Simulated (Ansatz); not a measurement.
# Li+ with N₂: interaction against distance, part 2 of 3

Ansatz 0.2.0, Gaussian basis.

## Step 8: B moved by +0.25 Å, wB97M-V/def2-TZVPPD

Contents of ab/in.yaml:

```yaml
crystal:
  periodic: [false, false, false]
  atoms:
    - {symbol: Li, position_ang: [-0.141028, 0.031186, -1.723191]}
    - {symbol: N, position_ang: [0.135101, -0.029875, 1.648726]}
    - {symbol: N, position_ang: [0.046048, -0.010184, 0.564604]}
basis:
  gaussian: {orbitals: "def2-TZVPPD.json"}
total_charge: 1
hamiltonian: {xc: {name: wB97M-V}}
```

Contents of a/in.yaml:

```yaml
crystal:
  periodic: [false, false, false]
  atoms:
    - {symbol: Li, position_ang: [-0.141028, 0.031186, -1.723191]}
basis:
  gaussian:
    orbitals: "def2-TZVPPD.json"
    ghost_atoms:
      - {symbol: N, position_ang: [0.135101, -0.029875, 1.648726]}
      - {symbol: N, position_ang: [0.046048, -0.010184, 0.564604]}
total_charge: 1
hamiltonian: {xc: {name: wB97M-V}}
```

Contents of b/in.yaml:

```yaml
crystal:
  periodic: [false, false, false]
  atoms:
    - {symbol: N, position_ang: [0.135101, -0.029875, 1.648726]}
    - {symbol: N, position_ang: [0.046048, -0.010184, 0.564604]}
basis:
  gaussian:
    orbitals: "def2-TZVPPD.json"
    ghost_atoms:
      - {symbol: Li, position_ang: [-0.141028, 0.031186, -1.723191]}
hamiltonian: {xc: {name: wB97M-V}}
```

Each run has its own folder and the same command.

Run with:

```bash
$ ansatz run in.yaml --threads 2 --pin off --events-out ev --progress --plain --max-ram 5222MiB
```

ab printed, cut to the lines that bear on the results:

```text
Functional definition: wB97M-V
  name "wB97M-V"
  cite "Mardirossian & Head-Gordon, J. Chem. Phys. 144, 214110 (2016) doi:10.1063/1.4952647"
  cite "Becke, J. Chem. Phys. 107, 8554 (1997) doi:10.1063/1.475007"
  cite "Vydrov & Van Voorhis, J. Chem. Phys. 133, 244103 (2010) doi:10.1063/1.3521275"
  # Of w^i u^j: cxij and so on, Table III.
[...]
  gx(w, u) = 1 - cx + cx01*u + cx10*w
[...]
      + integral(e_c_pw_mod_opposite_spin*gos(b97_w_opposite, b97_u_opposite)) + vv10(b, c)
514 factors; their error is unknown
156 factors; integrals over basis functions are off by at most 8.7e-5 eV
[...]
mean field -3179.57572555 eV, -116.8472527201 hartree, gradient 4.6e-5 eV, S^2 0.000000; 0 other end points of the search recorded, 0 dependent functions left out
reference -3179.57575836 eV, -116.8472539260 hartree; 8, 8 occupied and 88, 88 virtual orbitals, 514 factors
Total energy: -3179.57575836 eV, -116.8472539260 hartree
```

Output in a, cut to the lines that bear on the results:

```text
[... 5 set-up lines as earlier in the session ...]
  # Of w^i u^j: cxij and so on, Table III.
[...]
  gx(w, u) = 1 - cx + cx01*u + cx10*w
[...]
      + integral(e_c_pw_mod_opposite_spin*gos(b97_w_opposite, b97_u_opposite)) + vv10(b, c)
510 factors; their error is unknown
150 factors; integrals over basis functions are off by at most 8.8e-5 eV
[...]
mean field -197.98653136 eV, -7.2758708275 hartree, gradient 7.6e-7 eV, S^2 0.000000; 0 other end points of the search recorded, 0 dependent functions left out
reference -197.98653862 eV, -7.2758710941 hartree; 1, 1 occupied and 95, 95 virtual orbitals, 510 factors
Total energy: -197.98653862 eV, -7.2758710941 hartree
```

b printed, cut to the lines that bear on the results:

```text
[... 5 set-up lines as earlier in the session ...]
  # Of w^i u^j: cxij and so on, Table III.
[...]
  gx(w, u) = 1 - cx + cx01*u + cx10*w
[...]
      + integral(e_c_pw_mod_opposite_spin*gos(b97_w_opposite, b97_u_opposite)) + vv10(b, c)
464 factors; their error is unknown
128 factors; integrals over basis functions are off by at most 1.8e-4 eV
[...]
mean field -2981.07872137 eV, -109.5526223628 hartree, gradient 1.4e-5 eV, S^2 0.000000; 0 other end points of the search recorded, 0 dependent functions left out
reference -2981.07876399 eV, -109.5526239288 hartree; 7, 7 occupied and 89, 89 virtual orbitals, 464 factors
Total energy: -2981.07876399 eV, -109.5526239288 hartree
```

They took 1.6 s (ab), 1.1 s (a), 2 s (b) on 2 threads of Arm Neoverse V2, shared host.

ab − a − b = -11.77 kcal/mol.

## Step 9: B moved by +0.25 Å, CCSD(T)/def2-TZVPPD

The same edit goes into each in.yaml of step 8 (ab, a, b):

```diff
-hamiltonian: {xc: {name: wB97M-V}}
+correlation: {method: ccsd_t}
```

One command serves all of them, each in its own folder.

Run with:

```bash
$ ansatz run in.yaml --threads 2 --pin off --events-out ev --progress --plain --max-ram 5222MiB
```

Output in ab, cut to the lines that bear on the results:

```text
[... 4 set-up lines as earlier in the session ...]
[...]
660 factors; integrals over basis functions are off by at most 9.5e-4 eV
[...]
mean field -3163.15243716 eV, -116.2437080041 hartree, gradient 1.9e-6 eV, S^2 0.000000; 0 other end points of the search recorded, 0 dependent functions left out
2 core orbitals not correlated: weight in the atoms' cores, before any rotation towards them, 1.000 or more for the frozen orbitals, at most 0.000 for the correlated occupied ones
reference -3163.15243716 eV, -116.2437080041 hartree; 6, 6 occupied and 88, 88 virtual orbitals, 660 factors
second order -10.94699926 eV of doubles, -0.00000000 eV of singles
cycle   1  -10.59994685 eV  change    3.5e-1 eV  update   8.2e-2
[...]
cycle   9  -11.03935285 eV  change    2.4e-6 eV  update   3.3e-6
perturbative correction -0.49901432 eV, -0.0183384378 hartree
Total energy: -3174.69080433 eV, -116.6677351763 hartree
```

Log of a, cut to the lines that bear on the results:

```text
[... 4 set-up lines as earlier in the session ...]
[...]
660 factors; integrals over basis functions are off by at most 9.4e-4 eV
[...]
mean field -196.91180447 eV, -7.2363753427 hartree, gradient 8.5e-7 eV, S^2 0.000000; 0 other end points of the search recorded, 0 dependent functions left out
reference -196.91180447 eV, -7.2363753427 hartree; 1, 1 occupied and 95, 95 virtual orbitals, 660 factors
second order -0.81740187 eV of doubles, -0.00000000 eV of singles
cycle   1  -0.91811105 eV  change   -1.0e-1 eV  update   6.4e-3
[...]
cycle   5  -0.93413136 eV  change   -5.6e-7 eV  update   7.5e-7
perturbative correction 0.00000000 eV, 0.0000000000 hartree
Total energy: -197.84593583 eV, -7.2707040370 hartree
```

Output in b, cut to the lines that bear on the results:

```text
[... 4 set-up lines as earlier in the session ...]
[...]
595 factors; integrals over basis functions are off by at most 1.3e-3 eV
[...]
mean field -2965.77297011 eV, -108.9901463784 hartree, gradient 7.6e-7 eV, S^2 0.000000; 0 other end points of the search recorded, 0 dependent functions left out
2 core orbitals not correlated: weight in the atoms' cores, before any rotation towards them, 1.000 or more for the frozen orbitals, at most 0.000 for the correlated occupied ones
reference -2965.77297011 eV, -108.9901463784 hartree; 5, 5 occupied and 89, 89 virtual orbitals, 595 factors
second order -10.09931489 eV of doubles, -0.00000000 eV of singles
cycle   1  -9.66145821 eV  change    4.4e-1 eV  update   8.1e-2
[...]
cycle   9  -10.07812287 eV  change    3.1e-6 eV  update   2.1e-6
perturbative correction -0.49558850 eV, -0.0182125415 hartree
Total energy: -2976.34668148 eV, -109.3787231041 hartree
```

They took 0.95 s (ab), 0.45 s (a), 0.8 s (b) on 2 threads of Arm Neoverse V2, shared host; peak memory 0.28 GiB.

ab − a − b = -11.49 kcal/mol.

## Step 10: B moved by +0.51 Å, wB97M-V/def2-TZVPPD

Contents of ab/in.yaml:

```yaml
crystal:
  periodic: [false, false, false]
  atoms:
    - {symbol: Li, position_ang: [-0.141028, 0.031186, -1.723191]}
    - {symbol: N, position_ang: [0.156834, -0.034681, 1.914272]}
    - {symbol: N, position_ang: [0.067781, -0.014990, 0.830150]}
basis:
  gaussian: {orbitals: "def2-TZVPPD.json"}
total_charge: 1
hamiltonian: {xc: {name: wB97M-V}}
```

Contents of a/in.yaml:

```yaml
crystal:
  periodic: [false, false, false]
  atoms:
    - {symbol: Li, position_ang: [-0.141028, 0.031186, -1.723191]}
basis:
  gaussian:
    orbitals: "def2-TZVPPD.json"
    ghost_atoms:
      - {symbol: N, position_ang: [0.156834, -0.034681, 1.914272]}
      - {symbol: N, position_ang: [0.067781, -0.014990, 0.830150]}
total_charge: 1
hamiltonian: {xc: {name: wB97M-V}}
```

Contents of b/in.yaml:

```yaml
crystal:
  periodic: [false, false, false]
  atoms:
    - {symbol: N, position_ang: [0.156834, -0.034681, 1.914272]}
    - {symbol: N, position_ang: [0.067781, -0.014990, 0.830150]}
basis:
  gaussian:
    orbitals: "def2-TZVPPD.json"
    ghost_atoms:
      - {symbol: Li, position_ang: [-0.141028, 0.031186, -1.723191]}
hamiltonian: {xc: {name: wB97M-V}}
```

Each run has its own folder and the same command.

Run with:

```bash
$ ansatz run in.yaml --threads 2 --pin off --events-out ev --progress --plain --max-ram 5222MiB
```

Output in ab, cut to the lines that bear on the results:

```text
[... 5 set-up lines as earlier in the session ...]
  # Of w^i u^j: cxij and so on, Table III.
[...]
  gx(w, u) = 1 - cx + cx01*u + cx10*w
[...]
      + integral(e_c_pw_mod_opposite_spin*gos(b97_w_opposite, b97_u_opposite)) + vv10(b, c)
514 factors; their error is unknown
156 factors; integrals over basis functions are off by at most 8.7e-5 eV
[...]
mean field -3179.47102021 eV, -116.8434048698 hartree, gradient 2.7e-5 eV, S^2 0.000000; 0 other end points of the search recorded, 0 dependent functions left out
reference -3179.47105412 eV, -116.8434061158 hartree; 8, 8 occupied and 88, 88 virtual orbitals, 514 factors
Total energy: -3179.47105412 eV, -116.8434061158 hartree
```

Log of a, cut to the lines that bear on the results:

```text
[... 5 set-up lines as earlier in the session ...]
  # Of w^i u^j: cxij and so on, Table III.
[...]
  gx(w, u) = 1 - cx + cx01*u + cx10*w
[...]
      + integral(e_c_pw_mod_opposite_spin*gos(b97_w_opposite, b97_u_opposite)) + vv10(b, c)
510 factors; their error is unknown
150 factors; integrals over basis functions are off by at most 8.7e-5 eV
[...]
mean field -197.98624315 eV, -7.2758602360 hartree, gradient 7.2e-7 eV, S^2 0.000000; 0 other end points of the search recorded, 0 dependent functions left out
reference -197.98625096 eV, -7.2758605227 hartree; 1, 1 occupied and 95, 95 virtual orbitals, 510 factors
Total energy: -197.98625096 eV, -7.2758605227 hartree
```

b printed, cut to the lines that bear on the results:

```text
[... 5 set-up lines as earlier in the session ...]
  # Of w^i u^j: cxij and so on, Table III.
[...]
  gx(w, u) = 1 - cx + cx01*u + cx10*w
[...]
      + integral(e_c_pw_mod_opposite_spin*gos(b97_w_opposite, b97_u_opposite)) + vv10(b, c)
464 factors; their error is unknown
128 factors; integrals over basis functions are off by at most 1.7e-4 eV
[...]
mean field -2981.07854143 eV, -109.5526157501 hartree, gradient 1.4e-5 eV, S^2 0.000000; 0 other end points of the search recorded, 0 dependent functions left out
reference -2981.07858240 eV, -109.5526172556 hartree; 7, 7 occupied and 89, 89 virtual orbitals, 464 factors
Total energy: -2981.07858240 eV, -109.5526172556 hartree
```

Wall times: 1.9 s (ab), 1.1 s (a), 2 s (b) on 2 threads of Arm Neoverse V2, shared host.

Interaction: -9.37 kcal/mol.

## Step 11: B moved by +0.51 Å, CCSD(T)/def2-TZVPPD

Each input of step 10 (ab, a, b) changes in the same lines:

```diff
-hamiltonian: {xc: {name: wB97M-V}}
+correlation: {method: ccsd_t}
```

One command serves all of them, each in its own folder.

Run with:

```bash
$ ansatz run in.yaml --threads 2 --pin off --events-out ev --progress --plain --max-ram 5222MiB
```

ab printed, cut to the lines that bear on the results:

```text
[... 4 set-up lines as earlier in the session ...]
[...]
660 factors; integrals over basis functions are off by at most 1.0e-3 eV
[...]
mean field -3163.05446784 eV, -116.2401076978 hartree, gradient 2.3e-6 eV, S^2 0.000000; 0 other end points of the search recorded, 0 dependent functions left out
2 core orbitals not correlated: weight in the atoms' cores, before any rotation towards them, 1.000 or more for the frozen orbitals, at most 0.000 for the correlated occupied ones
reference -3163.05446784 eV, -116.2401076978 hartree; 6, 6 occupied and 88, 88 virtual orbitals, 660 factors
second order -10.94577815 eV of doubles, -0.00000000 eV of singles
cycle   1  -10.59678262 eV  change    3.5e-1 eV  update   8.2e-2
[...]
cycle   9  -11.03607966 eV  change    9.4e-7 eV  update   3.9e-6
perturbative correction -0.49914138 eV, -0.0183431075 hartree
Total energy: -3174.58968889 eV, -116.6640192524 hartree
```

Output in a, cut to the lines that bear on the results:

```text
[... 4 set-up lines as earlier in the session ...]
[...]
660 factors; integrals over basis functions are off by at most 1.0e-3 eV
[...]
mean field -196.91178470 eV, -7.2363746161 hartree, gradient 8.1e-7 eV, S^2 0.000000; 0 other end points of the search recorded, 0 dependent functions left out
reference -196.91178470 eV, -7.2363746161 hartree; 1, 1 occupied and 95, 95 virtual orbitals, 660 factors
second order -0.81641355 eV of doubles, -0.00000000 eV of singles
cycle   1  -0.91690799 eV  change   -1.0e-1 eV  update   6.4e-3
[...]
cycle   5  -0.93287004 eV  change   -5.6e-7 eV  update   7.4e-7
perturbative correction 0.00000000 eV, 0.0000000000 hartree
Total energy: -197.84465474 eV, -7.2706569577 hartree
```

Output in b, cut to the lines that bear on the results:

```text
[... 4 set-up lines as earlier in the session ...]
[...]
599 factors; integrals over basis functions are off by at most 8.2e-4 eV
[...]
mean field -2965.77286362 eV, -108.9901424652 hartree, gradient 7.5e-7 eV, S^2 0.000000; 0 other end points of the search recorded, 0 dependent functions left out
2 core orbitals not correlated: weight in the atoms' cores, before any rotation towards them, 1.000 or more for the frozen orbitals, at most 0.000 for the correlated occupied ones
reference -2965.77286362 eV, -108.9901424652 hartree; 5, 5 occupied and 89, 89 virtual orbitals, 599 factors
second order -10.09872997 eV of doubles, -0.00000000 eV of singles
cycle   1  -9.66099442 eV  change    4.4e-1 eV  update   8.1e-2
[...]
cycle   9  -10.07763668 eV  change    3.0e-6 eV  update   2.1e-6
perturbative correction -0.49552188 eV, -0.0182100933 hartree
Total energy: -2976.34602218 eV, -109.3786988754 hartree
```

Times: 0.9 s (ab), 0.45 s (a), 0.8 s (b) on 2 threads of Arm Neoverse V2, shared host; peak memory 0.28 GiB.

ab − a − b = -9.20 kcal/mol.

## Step 12: B moved by +1.02 Å, wB97M-V/def2-TZVPPD

Contents of ab/in.yaml:

```yaml
crystal:
  periodic: [false, false, false]
  atoms:
    - {symbol: Li, position_ang: [-0.141028, 0.031186, -1.723191]}
    - {symbol: N, position_ang: [0.198628, -0.043923, 2.424938]}
    - {symbol: N, position_ang: [0.109575, -0.024232, 1.340816]}
basis:
  gaussian: {orbitals: "def2-TZVPPD.json"}
total_charge: 1
hamiltonian: {xc: {name: wB97M-V}}
```

Contents of a/in.yaml:

```yaml
crystal:
  periodic: [false, false, false]
  atoms:
    - {symbol: Li, position_ang: [-0.141028, 0.031186, -1.723191]}
basis:
  gaussian:
    orbitals: "def2-TZVPPD.json"
    ghost_atoms:
      - {symbol: N, position_ang: [0.198628, -0.043923, 2.424938]}
      - {symbol: N, position_ang: [0.109575, -0.024232, 1.340816]}
total_charge: 1
hamiltonian: {xc: {name: wB97M-V}}
```

Contents of b/in.yaml:

```yaml
crystal:
  periodic: [false, false, false]
  atoms:
    - {symbol: N, position_ang: [0.198628, -0.043923, 2.424938]}
    - {symbol: N, position_ang: [0.109575, -0.024232, 1.340816]}
basis:
  gaussian:
    orbitals: "def2-TZVPPD.json"
    ghost_atoms:
      - {symbol: Li, position_ang: [-0.141028, 0.031186, -1.723191]}
hamiltonian: {xc: {name: wB97M-V}}
```

Each run has its own folder and the same command.

Run with:

```bash
$ ansatz run in.yaml --threads 2 --pin off --events-out ev --progress --plain --max-ram 5222MiB
```

Log of ab, cut to the lines that bear on the results:

```text
[... 5 set-up lines as earlier in the session ...]
  # Of w^i u^j: cxij and so on, Table III.
[...]
  gx(w, u) = 1 - cx + cx01*u + cx10*w
[...]
      + integral(e_c_pw_mod_opposite_spin*gos(b97_w_opposite, b97_u_opposite)) + vv10(b, c)
514 factors; their error is unknown
156 factors; integrals over basis functions are off by at most 8.9e-5 eV
[...]
mean field -3179.30212225 eV, -116.8371979842 hartree, gradient 3.2e-5 eV, S^2 0.000000; 0 other end points of the search recorded, 0 dependent functions left out
reference -3179.30215752 eV, -116.8371992803 hartree; 8, 8 occupied and 88, 88 virtual orbitals, 514 factors
Total energy: -3179.30215752 eV, -116.8371992803 hartree
```

a printed, cut to the lines that bear on the results:

```text
[... 5 set-up lines as earlier in the session ...]
  # Of w^i u^j: cxij and so on, Table III.
[...]
  gx(w, u) = 1 - cx + cx01*u + cx10*w
[...]
      + integral(e_c_pw_mod_opposite_spin*gos(b97_w_opposite, b97_u_opposite)) + vv10(b, c)
510 factors; their error is unknown
150 factors; integrals over basis functions are off by at most 9.1e-5 eV
[...]
mean field -197.98602909 eV, -7.2758523693 hartree, gradient 7.9e-7 eV, S^2 0.000000; 0 other end points of the search recorded, 0 dependent functions left out
reference -197.98603739 eV, -7.2758526743 hartree; 1, 1 occupied and 95, 95 virtual orbitals, 510 factors
Total energy: -197.98603739 eV, -7.2758526743 hartree
```

b printed, cut to the lines that bear on the results:

```text
[... 5 set-up lines as earlier in the session ...]
  # Of w^i u^j: cxij and so on, Table III.
[...]
  gx(w, u) = 1 - cx + cx01*u + cx10*w
[...]
      + integral(e_c_pw_mod_opposite_spin*gos(b97_w_opposite, b97_u_opposite)) + vv10(b, c)
464 factors; their error is unknown
128 factors; integrals over basis functions are off by at most 1.6e-4 eV
[...]
mean field -2981.07821217 eV, -109.5526036498 hartree, gradient 1.4e-5 eV, S^2 0.000000; 0 other end points of the search recorded, 0 dependent functions left out
reference -2981.07825096 eV, -109.5526050755 hartree; 7, 7 occupied and 89, 89 virtual orbitals, 464 factors
Total energy: -2981.07825096 eV, -109.5526050755 hartree
```

They took 1.7 s (ab), 0.95 s (a), 1.6 s (b) on 2 threads of Arm Neoverse V2, shared host.

This point gives -5.49 kcal/mol.

## Step 13: B moved by +1.02 Å, CCSD(T)/def2-TZVPPD

Each input of step 12 (ab, a, b) changes in the same lines:

```diff
-hamiltonian: {xc: {name: wB97M-V}}
+correlation: {method: ccsd_t}
```

The same command starts each run, in its folder.

Run with:

```bash
$ ansatz run in.yaml --threads 2 --pin off --events-out ev --progress --plain --max-ram 5222MiB
```

Log of ab, cut to the lines that bear on the results:

```text
[... 4 set-up lines as earlier in the session ...]
[...]
660 factors; integrals over basis functions are off by at most 1.1e-3 eV
[...]
mean field -3162.90051972 eV, -116.2344502087 hartree, gradient 1.0e-6 eV, S^2 0.000000; 0 other end points of the search recorded, 0 dependent functions left out
2 core orbitals not correlated: weight in the atoms' cores, before any rotation towards them, 1.000 or more for the frozen orbitals, at most 0.000 for the correlated occupied ones
reference -3162.90051972 eV, -116.2344502087 hartree; 6, 6 occupied and 88, 88 virtual orbitals, 660 factors
second order -10.93616379 eV of doubles, -0.00000000 eV of singles
cycle   1  -10.58903892 eV  change    3.5e-1 eV  update   8.1e-2
[...]
cycle   9  -11.02656323 eV  change   -4.2e-7 eV  update   4.9e-6
perturbative correction -0.49814372 eV, -0.0183064442 hartree
Total energy: -3174.42522668 eV, -116.6579753777 hartree
```

Output in a, cut to the lines that bear on the results:

```text
[... 4 set-up lines as earlier in the session ...]
[...]
660 factors; integrals over basis functions are off by at most 1.0e-3 eV
[...]
mean field -196.91175736 eV, -7.2363736113 hartree, gradient 5.8e-7 eV, S^2 0.000000; 0 other end points of the search recorded, 0 dependent functions left out
reference -196.91175736 eV, -7.2363736113 hartree; 1, 1 occupied and 95, 95 virtual orbitals, 660 factors
second order -0.81559872 eV of doubles, -0.00000000 eV of singles
cycle   1  -0.91593559 eV  change   -1.0e-1 eV  update   6.4e-3
[...]
cycle   5  -0.93185488 eV  change   -5.6e-7 eV  update   7.3e-7
perturbative correction -0.00000000 eV, -0.0000000000 hartree
Total energy: -197.84361223 eV, -7.2706186464 hartree
```

b printed, cut to the lines that bear on the results:

```text
[... 4 set-up lines as earlier in the session ...]
[...]
597 factors; integrals over basis functions are off by at most 1.8e-3 eV
[...]
mean field -2965.77273893 eV, -108.9901378826 hartree, gradient 7.3e-7 eV, S^2 0.000000; 0 other end points of the search recorded, 0 dependent functions left out
2 core orbitals not correlated: weight in the atoms' cores, before any rotation towards them, 1.000 or more for the frozen orbitals, at most 0.000 for the correlated occupied ones
reference -2965.77273893 eV, -108.9901378826 hartree; 5, 5 occupied and 89, 89 virtual orbitals, 597 factors
second order -10.09760556 eV of doubles, -0.00000000 eV of singles
cycle   1  -9.66003437 eV  change    4.4e-1 eV  update   8.1e-2
[...]
cycle   8  -10.07666429 eV  change   -1.2e-5 eV  update   8.0e-6
perturbative correction -0.49541404 eV, -0.0182061300 hartree
Total energy: -2976.34481725 eV, -109.3786545949 hartree
```

They took 0.85 s (ab), 0.45 s (a), 0.75 s (b) on 2 threads of Arm Neoverse V2, shared host; peak memory 0.28 GiB.

This point gives -5.46 kcal/mol.

(Part 2 of 3 ends here.)
